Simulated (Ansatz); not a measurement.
Nudged elastic band run: Al

Input file:

```yaml
crystal:
  lattice:
    - [8.1, 0.0, 0.0]
    - [0.0, 8.1, 0.0]
    - [0.0, 0.0, 8.1]
  atoms:
    - { symbol: Al, position: [0.49990343, 0.00198147, 0.00201445] }
    - { symbol: Al, position: [0.74717725, 0.24939352, 0.00208985] }
    - { symbol: Al, position: [0.74724827, 0.00199497, 0.24934675] }
    - { symbol: Al, position: [-0.00016044, -0.00128366, -0.00123675] }
    - { symbol: Al, position: [0.25261803, 0.24933516, 0.00214269] }
    - { symbol: Al, position: [0.49982153, 0.49676642, 0.00200791] }
    - { symbol: Al, position: [0.75038371, 0.74943288, -0.00123284] }
    - { symbol: Al, position: [0.25250176, 0.00188474, 0.24938436] }
    - { symbol: Al, position: [0.74724305, 0.49685936, 0.24935027] }
    - { symbol: Al, position: [0.49985882, 0.00200857, 0.49667289] }
    - { symbol: Al, position: [0.74726078, 0.24950056, 0.49664647] }
    - { symbol: Al, position: [0.75051266, -0.00090228, 0.7492893] }
    - { symbol: Al, position: [-0.00011384, 0.49985606, -0.00120849] }
    - { symbol: Al, position: [0.24929293, 0.74929979, -0.00109755] }
    - { symbol: Al, position: [-3.303e-05, 0.24927864, 0.24928127] }
    - { symbol: Al, position: [0.25253039, 0.49663887, 0.2494911] }
    - { symbol: Al, position: [0.49981155, 0.74934597, 0.24939357] }
    - { symbol: Al, position: [-7.358e-05, -0.00120563, 0.49985971] }
    - { symbol: Al, position: [0.25265632, 0.24934188, 0.49678323] }
    - { symbol: Al, position: [0.49998704, 0.49683485, 0.49676706] }
    - { symbol: Al, position: [0.75052363, 0.74950059, 0.50001174] }
    - { symbol: Al, position: [0.24919286, -0.00124786, 0.74943959] }
    - { symbol: Al, position: [0.49978398, 0.24941385, 0.74935059] }
    - { symbol: Al, position: [0.75039084, 0.49995964, 0.74944209] }
    - { symbol: Al, position: [-0.00014999, 0.74922277, 0.24933742] }
    - { symbol: Al, position: [-0.00012368, 0.4998283, 0.49995479] }
    - { symbol: Al, position: [0.24923352, 0.74932822, 0.50004788] }
    - { symbol: Al, position: [-4.805e-05, 0.2493944, 0.74940021] }
    - { symbol: Al, position: [0.2493283, 0.50002876, 0.74940724] }
    - { symbol: Al, position: [0.49988013, 0.74952276, 0.74936334] }
    - { symbol: Al, position: [-0.00024257, 0.74929093, 0.74940896] }
basis:
  ecutwfc: 420.0
kpoints:
  mp_grid: { grid: [3, 3, 3] }
hamiltonian:
  xc: pbe
  pseudopotentials: { kind: paw, azcp: { folder: soft_1 } }
scf:
  occupations: { method: fermi_dirac, width: 0.15 }
  lower_state_search: "off"
  max_iter: 92
neb:
  images: 1
  f_tol: 0.05
  max_iterations: 50
  order_check: false
  final_atoms:
    - { symbol: Al, position: [0.5008123, 0.0, -0.0008123] }
    - { symbol: Al, position: [0.75, 0.2491877, -0.0008123] }
    - { symbol: Al, position: [0.75, 0.0, 0.25] }
    - { symbol: Al, position: [-0.0008123, 0.0, -0.0008123] }
    - { symbol: Al, position: [0.25, 0.25319561, 0.00319561] }
    - { symbol: Al, position: [0.49680439, 0.5, 0.00319561] }
    - { symbol: Al, position: [0.75, 0.7508123, -0.0008123] }
    - { symbol: Al, position: [0.25, 0.0, 0.25] }
    - { symbol: Al, position: [0.75, 0.5, 0.25] }
    - { symbol: Al, position: [0.5008123, 0.0, 0.5008123] }
    - { symbol: Al, position: [0.75, 0.2491877, 0.5008123] }
    - { symbol: Al, position: [0.75, 0.0, 0.75] }
    - { symbol: Al, position: [0.00319561, 0.5, 0.00319561] }
    - { symbol: Al, position: [0.25, 0.74680439, 0.00319561] }
    - { symbol: Al, position: [0.00319561, 0.25319561, 0.25] }
    - { symbol: Al, position: [0.49680439, 0.25319561, 0.25] }
    - { symbol: Al, position: [0.49680439, 0.74680439, 0.25] }
    - { symbol: Al, position: [-0.0008123, 0.0, 0.5008123] }
    - { symbol: Al, position: [0.25, 0.25319561, 0.49680439] }
    - { symbol: Al, position: [0.49680439, 0.5, 0.49680439] }
    - { symbol: Al, position: [0.75, 0.7508123, 0.5008123] }
    - { symbol: Al, position: [0.25, 0.0, 0.75] }
    - { symbol: Al, position: [0.5008123, 0.2491877, 0.75] }
    - { symbol: Al, position: [0.75, 0.5, 0.75] }
    - { symbol: Al, position: [0.00319561, 0.74680439, 0.25] }
    - { symbol: Al, position: [0.00319561, 0.5, 0.49680439] }
    - { symbol: Al, position: [0.25, 0.74680439, 0.49680439] }
    - { symbol: Al, position: [-0.0008123, 0.2491877, 0.75] }
    - { symbol: Al, position: [0.25, 0.5, 0.75] }
    - { symbol: Al, position: [0.5008123, 0.7508123, 0.75] }
    - { symbol: Al, position: [-0.0008123, 0.7508123, 0.75] }
```

Launched with:

```bash
$ ansatz run input.yaml --threads 4 --pin off --max-ram 10240MiB --backend cpu --events-out ev --progress --plain --runs-dir out
```

Output, in part (warnings, iteration lines):

```
NEB end point (image 0): max|allowed force component| = 5.809e-3 eV/Å (the criterion of neb.relax_end_points is 1.000e-2)
NEB end point (image 2): max|allowed force component| = 2.520e-2 eV/Å (the criterion of neb.relax_end_points is 1.000e-2)
NEB iter   1: max|band force component| = 1.126e0 eV/Å  barrier→ = 1.1140 eV  barrier← = 1.1123 eV  Δτ_max = 0.1368 Å  (23 SCF iters)
NEB iter   2: max|band force component| = 2.001e-1 eV/Å  barrier→ = 0.6702 eV  barrier← = 0.6684 eV  CI = image 1  Δτ_max = 0.0415 Å  (6 SCF iters)
NEB iter   3: max|band force component| = 4.567e-2 eV/Å  barrier→ = 0.6314 eV  barrier← = 0.6297 eV  CI = image 1  Δτ_max = 0.0108 Å  (6 SCF iters)
NEB iter   4: max|band force component| = 3.082e-3 eV/Å  barrier→ = 0.6295 eV  barrier← = 0.6278 eV  CI = image 1  Δτ_max = 0.0000 Å  (5 SCF iters)
```

The forces met the threshold. The band force fell under the threshold earlier too, but the program's further tests of the path sent the band on. The order of the stationary point at the top wasn't checked. So few images can step over the top or miss a turn of the path. Limits of this set-up: coarse k mesh, a small cell, in which the defect meets its images.

Final band:

```
image  path coordinate (Å)  energy (eV)
    0                 0.00         0.00
    1                 1.44         0.63
    2                 2.89         0.00
```

The run took 93 s on 4 threads of Arm Neoverse V2, with other jobs on the host, peak memory 1.8 GiB.
